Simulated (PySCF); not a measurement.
# C4H12Ge: NMR shieldings

Wanted: NMR shieldings for C4H12Ge (`CCC[CH2][GeH3]`).

Programs: PySCF 2.14.0, with routines of our own; each step states its level. All values are computed. Atoms count from 0.

## 1. The starting structure

17 atoms, charge 0, multiplicity 1; geometry from: GFN2-xTB.

## 2. Relaxing the molecule at PBE0-D3(BJ)/def2-SVP

The job: settings as JSON, then the geometry in Å.

```
{"job": {"xc": "PBE0", "basis": "def2-SVP", "d3": "d3bj", "grid": 1, "maxiter": 30, "shake": 0.01, "kind": "geom"}, "charge": 0, "multiplicity": 1}
C      2.414360     0.478260    -0.045710
C      0.953270     0.324510     0.425630
C      0.243500    -0.841860    -0.268630
C     -1.144760    -1.002560     0.203270
Ge    -2.334560     0.541630    -0.207890
H      2.861290     1.351130     0.448360
H      2.428070     0.682750    -1.122240
H      2.993630    -0.384620     0.154130
H      0.393100     1.250260     0.240230
H      0.945190     0.166730     1.518760
H      0.811440    -1.763680    -0.053430
H      0.281440    -0.673350    -1.334310
H     -1.642200    -1.873480    -0.283790
H     -1.215580    -1.192180     1.288970
H     -2.186680     1.664810     0.775260
H     -2.042270     1.110060    -1.551570
H     -3.775760     0.173430    -0.176860
```

Command:

```
OMP_NUM_THREADS=1 python heavy_run.py task.json out
```

This one command runs all jobs of the session in turn.

The program printed:

```text
step   0  E = -2235.81354806  max force = 0.041662
step   1  E = -2235.82077627  max force = 0.007602
step   2  E = -2235.82124625  max force = 0.002328
step   3  E = -2235.82128581  max force = 0.000680
step   4  E = -2235.82130528  max force = 0.000492
step   5  E = -2235.82131442  max force = 0.000700
step   6  E = -2235.82132018  max force = 0.000451
step   7  E = -2235.82132217  max force = 0.000250
optimisation converged
```

Run time: 2 min. Hardware: 1 thread of Arm Neoverse N1, shared host; peak memory 0.59 GiB.

The steps of the relaxation:

| step | energy from step 0 (eV) | largest force component (eV/Å) |
| --- | --- | --- |
| 0 | 0.0000 | 2.1423 |
| 1 | -0.1967 | 0.3909 |
| 2 | -0.2095 | 0.1197 |
| 3 | -0.2106 | 0.0350 |
| 4 | -0.2111 | 0.0253 |
| 5 | -0.2113 | 0.0360 |
| 6 | -0.2115 | 0.0232 |
| 7 | -0.2115 | 0.0129 |

Distances of close pairs at the start and the end, largest changes first:

| bond | before (Å) | after (Å) | change (Å) |
| --- | --- | --- | --- |
| Ge4–H15 | 1.488 | 1.544 | +0.056 |
| Ge4–H16 | 1.488 | 1.542 | +0.054 |
| C2–C3 | 1.475 | 1.526 | +0.051 |
| C0–H7 | 1.058 | 1.102 | +0.044 |
| Ge4–H14 | 1.500 | 1.542 | +0.042 |
| C3–Ge4 | 1.992 | 1.965 | -0.027 |
| C2–H11 | 1.080 | 1.105 | +0.026 |
| C0–C1 | 1.543 | 1.520 | -0.023 |

The end geometry stands in the next job.

| at the end point | value |
| --- | --- |
| point group (found at 0.08 Å tolerance) | C1 |
| rotational constants (GHz, main isotopes) | 7.570, 1.166, 1.072 |
| dipole moment (D) | 0.87 |

## 3. NMR shieldings: PBE/pcSseg-1 Ge:us-x2c-TZVPall-2c, spin–orbit

The job: settings as JSON, then the geometry in Å.

```
{"job": {"kind": "hnmr", "xc": "PBE", "basis": {"default": "pcSseg-1", "Ge": "us-x2c-TZVPall-2c"}, "rel": "so"}, "charge": 0, "multiplicity": 1}
C      2.093446    -0.040046     0.294537
C      0.645155    -0.186712     0.731567
C     -0.093583    -1.299936    -0.000605
C     -1.535437    -1.507912     0.453956
Ge    -2.726605     0.030988     0.181406
H      2.601633     0.771640     0.836647
H      2.164197     0.183903    -0.782125
H      2.661259    -0.967371     0.474797
H      0.117319     0.771518     0.577136
H      0.599593    -0.377101     1.818873
H      0.467505    -2.243316     0.129001
H     -0.074040    -1.090778    -1.085605
H     -1.988242    -2.356723    -0.083386
H     -1.571026    -1.767929     1.525791
H     -2.494300     1.134039     1.233376
H     -2.488258     0.637649    -1.217959
H     -4.196937    -0.423767     0.279920
```

Level: PBE/pcSseg-1 Ge:us-x2c-TZVPall-2c GIAO NMR shielding, X2C with spin-orbit coupling, screened-nuclear two-electron part, Gaussian nuclei, gas phase.

The program printed:

```text
spin-free SCF
coarse grid: 57800 points
cycle   1  E = -2257.8448876366  dE = -1.286e-02  |g| = 8.267e-01  |ddm| = 3.656e+00
cycle   2  E = -2257.6431868917  dE =  2.017e-01  |g| = 1.302e+00  |ddm| = 1.564e+00
cycle   3  E = -2257.9555271747  dE = -3.123e-01  |g| = 1.130e-01  |ddm| = 1.113e+00
cycle   4  E = -2257.9585310224  dE = -3.004e-03  |g| = 4.880e-02  |ddm| = 1.517e-01
cycle   5  E = -2257.9590433793  dE = -5.124e-04  |g| = 1.314e-02  |ddm| = 4.887e-02
cycle   6  E = -2257.9590875314  dE = -4.415e-05  |g| = 3.234e-03  |ddm| = 1.491e-02
cycle   7  E = -2257.9590898419  dE = -2.310e-06  |g| = 8.859e-04  |ddm| = 3.148e-03
final grid: 122336 points
cycle   8  E = -2257.9591214374  dE =  1.478e-08  |g| = 1.474e-03  |ddm| = 3.837e-03
cycle   9  E = -2257.9591206795  dE =  7.580e-07  |g| = 2.510e-03  |ddm| = 2.918e-03
cycle  10  E = -2257.9591218566  dE = -1.177e-06  |g| = 1.156e-04  |ddm| = 1.790e-03
cycle  11  E = -2257.9591218601  dE = -3.533e-09  |g| = 3.410e-05  |ddm| = 1.443e-04
converged SCF energy = -2257.9591218601
two-component SCF
cycle   1  E = -2257.9224054217  dE = -2.258e+03  |FDS-SDF| = 5.393e+00
cycle   2  E = -2258.0006459236  dE = -7.824e-02  |FDS-SDF| = 5.634e-03
cycle   3  E = -2258.0006459967  dE = -7.305e-08  |FDS-SDF| = 7.052e-04
cycle   4  E = -2258.0006459751  dE =  2.161e-08  |FDS-SDF| = 5.669e-04
cycle   5  E = -2258.0006460182  dE = -4.313e-08  |FDS-SDF| = 3.676e-05
cycle   6  E = -2258.0006460185  dE = -2.483e-10  |FDS-SDF| = 2.884e-05
converged, E = -2258.0006460185

Field gradients (au) and densities at the nuclei (bohr^-3)
atom        Vxx        Vyy        Vzz        centre      nuclear mean
  0 C     -0.0200    -0.0216     0.0416        114.335        114.335
  1 C      0.0102     0.0274    -0.0376        114.331        114.331
  2 C     -0.0024    -0.0507     0.0531        114.337        114.337
  3 C     -0.0120    -0.0302     0.0422        114.356        114.356
  4 Ge     0.0708     0.1017    -0.1725      28316.193      28301.400
  5 H     -0.1447    -0.1495     0.2943          0.381          0.381
  6 H     -0.1424    -0.1484     0.2908          0.382          0.382
  7 H     -0.1423    -0.1483     0.2906          0.382          0.382
  8 H     -0.1361    -0.1459     0.2820          0.386          0.386
  9 H     -0.1381    -0.1449     0.2831          0.385          0.385
 10 H     -0.1373    -0.1445     0.2819          0.385          0.385
 11 H     -0.1371    -0.1440     0.2811          0.385          0.385
 12 H     -0.1416    -0.1497     0.2912          0.381          0.381
 13 H     -0.1395    -0.1492     0.2887          0.380          0.380
 14 H     -0.0670    -0.0673     0.1343          0.341          0.341
 15 H     -0.0663    -0.0671     0.1334          0.341          0.341
 16 H     -0.0666    -0.0674     0.1340          0.341          0.341
without picture change
  4 Ge                          -0.1758                     41249.119

Core orbital energies (eV)
atom   shell        mean    spread
  4 Ge 1s       -10949.721   0.000
  4 Ge 2s        -1370.835   0.000
  4 Ge 3s         -167.484   0.000
  4 Ge 4s          -14.647   0.000
  4 Ge 2p1/2     -1219.140   0.000
  4 Ge 2p3/2     -1187.674   0.006
  4 Ge 3p1/2      -117.495   0.000
  4 Ge 3p3/2      -113.267   0.016
  4 Ge 3d3/2       -28.797   0.017
  4 Ge 3d5/2       -28.248   0.056

Shielding tensors (ppm)
atom      isotropic    diamagn.    paramagn.     s11        s22        s33       span
  0 C       163.28      246.05      -82.77     151.43     155.29     183.12      31.69
  1 C       151.25      249.33      -98.07     139.70     151.18     162.88      23.18
  2 C       144.54      248.57     -104.03     131.19     142.58     159.86      28.66
  3 C       164.52      244.99      -80.47     154.39     157.32     181.85      27.45
  4 Ge     1704.49     2650.91     -946.41    1610.76    1676.93    1825.79     215.03
  5 H        29.94       28.73        1.21      25.52      27.37      36.93      11.41
  6 H        30.34       30.34       -0.00      26.31      28.73      35.97       9.66
  7 H        30.29       28.99        1.30      26.37      28.30      36.21       9.84
  8 H        29.72       33.85       -4.13      23.69      31.36      34.09      10.40
  9 H        30.09       32.07       -1.98      25.34      30.60      34.32       8.99
 10 H        29.45       30.95       -1.50      24.20      29.30      34.85      10.65
 11 H        29.83       32.87       -3.04      25.73      30.03      33.73       8.01
 12 H        29.72       27.68        2.04      23.62      28.88      36.66      13.04
 13 H        29.98       28.93        1.05      25.25      28.86      35.83      10.58
 14 H        27.08       28.62       -1.54      20.82      23.43      37.00      16.19
 15 H        27.40       28.75       -1.35      21.56      23.31      37.34      15.78
 16 H        27.25       27.16        0.09      21.26      22.16      38.32      17.06
```

It took 85 s on 1 thread of Arm Neoverse N1, shared host; peak memory 1 GiB.

Key values:

| quantity | value |
| --- | --- |
| energy from spin-orbit coupling | -0.0415 Eh |

## 4. NMR shieldings: PBE/pcSseg-1 Ge:us-x2c-TZVPall-2c, spin-free

The job, as its differences from that of step 3:

```diff
@@ -1,2 +1,2 @@
-{"job": {"kind": "hnmr", "xc": "PBE", "basis": {"default": "pcSseg-1", "Ge": "us-x2c-TZVPall-2c"}, "rel": "so"}, "charge": 0, "multiplicity": 1}
+{"job": {"kind": "hnmr", "xc": "PBE", "basis": {"default": "pcSseg-1", "Ge": "us-x2c-TZVPall-2c"}, "rel": "sf"}, "charge": 0, "multiplicity": 1}
 C      2.093446    -0.040046     0.294537
```

Method: PBE/pcSseg-1 Ge:us-x2c-TZVPall-2c GIAO NMR shielding, spin-free X2C, Gaussian nuclei, gas phase.

The program printed:

```text
spin-free SCF
coarse grid: 57800 points
cycle   1  E = -2257.8448876366  dE = -1.286e-02  |g| = 8.267e-01  |ddm| = 3.656e+00
cycle   2  E = -2257.6431868917  dE =  2.017e-01  |g| = 1.302e+00  |ddm| = 1.564e+00
cycle   3  E = -2257.9555271747  dE = -3.123e-01  |g| = 1.130e-01  |ddm| = 1.113e+00
cycle   4  E = -2257.9585310224  dE = -3.004e-03  |g| = 4.880e-02  |ddm| = 1.517e-01
cycle   5  E = -2257.9590433793  dE = -5.124e-04  |g| = 1.314e-02  |ddm| = 4.887e-02
cycle   6  E = -2257.9590875314  dE = -4.415e-05  |g| = 3.234e-03  |ddm| = 1.491e-02
cycle   7  E = -2257.9590898419  dE = -2.310e-06  |g| = 8.859e-04  |ddm| = 3.148e-03
final grid: 122336 points
cycle   8  E = -2257.9591214374  dE =  1.478e-08  |g| = 1.474e-03  |ddm| = 3.837e-03
cycle   9  E = -2257.9591206795  dE =  7.580e-07  |g| = 2.510e-03  |ddm| = 2.918e-03
cycle  10  E = -2257.9591218566  dE = -1.177e-06  |g| = 1.156e-04  |ddm| = 1.790e-03
cycle  11  E = -2257.9591218601  dE = -3.533e-09  |g| = 3.410e-05  |ddm| = 1.443e-04
converged SCF energy = -2257.9591218601
check of the scalar solution
cycle   1  E = -2257.9591218601  dE = -2.258e+03  |FDS-SDF| = 3.410e-05
cycle   2  E = -2257.9591218594  dE =  6.676e-10  |FDS-SDF| = 5.967e-05
converged, E = -2257.9591218594

Field gradients (au) and densities at the nuclei (bohr^-3)
atom        Vxx        Vyy        Vzz        centre      nuclear mean
  0 C     -0.0200    -0.0216     0.0416        114.335        114.335
  1 C      0.0102     0.0274    -0.0376        114.331        114.331
  2 C     -0.0024    -0.0507     0.0530        114.337        114.337
  3 C     -0.0121    -0.0301     0.0422        114.356        114.356
  4 Ge     0.0707     0.1016    -0.1723      28314.841      28300.048
  5 H     -0.1447    -0.1495     0.2943          0.381          0.381
  6 H     -0.1424    -0.1484     0.2908          0.382          0.382
  7 H     -0.1423    -0.1483     0.2906          0.382          0.382
  8 H     -0.1361    -0.1459     0.2820          0.386          0.386
  9 H     -0.1381    -0.1449     0.2831          0.385          0.385
 10 H     -0.1373    -0.1445     0.2819          0.385          0.385
 11 H     -0.1371    -0.1440     0.2811          0.385          0.385
 12 H     -0.1416    -0.1497     0.2912          0.381          0.381
 13 H     -0.1395    -0.1492     0.2887          0.380          0.380
 14 H     -0.0670    -0.0673     0.1343          0.341          0.341
 15 H     -0.0664    -0.0671     0.1334          0.341          0.341
 16 H     -0.0666    -0.0674     0.1341          0.341          0.341
without picture change
  4 Ge                          -0.1755                     41249.400

Core orbital energies (eV)
atom   shell        mean    spread
  4 Ge 1s       -10949.855   0.000
  4 Ge 2s        -1370.856   0.000
  4 Ge 3s         -167.485   0.000
  4 Ge 4s          -14.647   0.000
  4 Ge 2p        -1198.026   0.010
  4 Ge 3p         -114.655   0.025
  4 Ge 3d          -28.466   0.093

Shielding tensors (ppm)
atom      isotropic    diamagn.    paramagn.     s11        s22        s33       span
  0 C       162.72      245.72      -83.00     150.82     154.72     182.61      31.79
  1 C       150.84      249.07      -98.23     139.21     150.88     162.44      23.23
  2 C       144.21      248.33     -104.13     130.72     142.27     159.63      28.90
  3 C       162.86      244.73      -81.87     152.44     156.31     179.82      27.39
  4 Ge     1517.38     2767.25    -1249.87    1424.89    1490.36    1636.87     211.98
  5 H        29.94       28.73        1.21      25.52      27.36      36.93      11.42
  6 H        30.33       30.34       -0.02      26.29      28.72      35.97       9.67
  7 H        30.29       29.00        1.29      26.36      28.29      36.21       9.86
  8 H        29.71       33.85       -4.14      23.69      31.36      34.10      10.41
  9 H        30.08       32.07       -1.99      25.32      30.59      34.33       9.01
 10 H        29.46       30.95       -1.49      24.16      29.37      34.87      10.71
 11 H        29.84       32.87       -3.03      25.73      30.04      33.74       8.01
 12 H        29.79       27.67        2.11      23.76      28.92      36.68      12.92
 13 H        30.06       28.93        1.13      25.35      28.95      35.87      10.53
 14 H        26.89       28.66       -1.77      20.43      23.11      37.12      16.69
 15 H        27.24       28.78       -1.54      21.29      22.98      37.46      16.17
 16 H        27.05       27.28       -0.23      20.91      21.80      38.45      17.53
```

Wall time 42 s (1 thread of Arm Neoverse N1, shared host); peak memory 0.93 GiB.

## 5. Shieldings side by side

| run | Ge4 | C3 | C0 | C1 | C2 | H14 | H16 | time |
| --- | --- | --- | --- | --- | --- | --- | --- | --- |
| step 3, PBE/pcSseg-1 Ge:us-x2c-TZVPall-2c, spin–orbit | 1704.5 | 164.5 | 163.3 | 151.3 | 144.5 | 27.1 | 27.2 | 85 s |
| step 4, PBE/pcSseg-1 Ge:us-x2c-TZVPall-2c, spin-free | 1517.4 | 162.9 | 162.7 | 150.8 | 144.2 | 26.9 | 27.1 | 42 s |

## 6. Outcome

```
                                                                               quantity                                                   value
                                                                            point group                                                      C1
                                                   rotational constants (main isotopes)                                    7.57, 1.17, 1.07 GHz
energy from spin-orbit coupling (step 3, PBE/pcSseg-1 Ge:us-x2c-TZVPall-2c, spin–orbit)                                              -0.0415 Eh
                     shieldings (step 3, PBE/pcSseg-1 Ge:us-x2c-TZVPall-2c, spin–orbit)  C0 163.3, C1 151.3, C2 144.5, C3 164.5, Ge4 1704.5 ppm
                      shieldings (step 4, PBE/pcSseg-1 Ge:us-x2c-TZVPall-2c, spin-free)  C0 162.7, C1 150.8, C2 144.2, C3 162.9, Ge4 1517.4 ppm
```

**Reading.** The optimisation took 7 steps and gained 0.212 eV; among the close pairs (by a distance rule), Ge4–H15 changed most, from 1.488 to 1.544 Å. No frequency check was run at this level, so the end point may be a saddle. In step 3, Ge4 has the widest tensor, 215 ppm. Ge4 moves most between the runs, by 187 ppm; the labels say what changes from run to run.
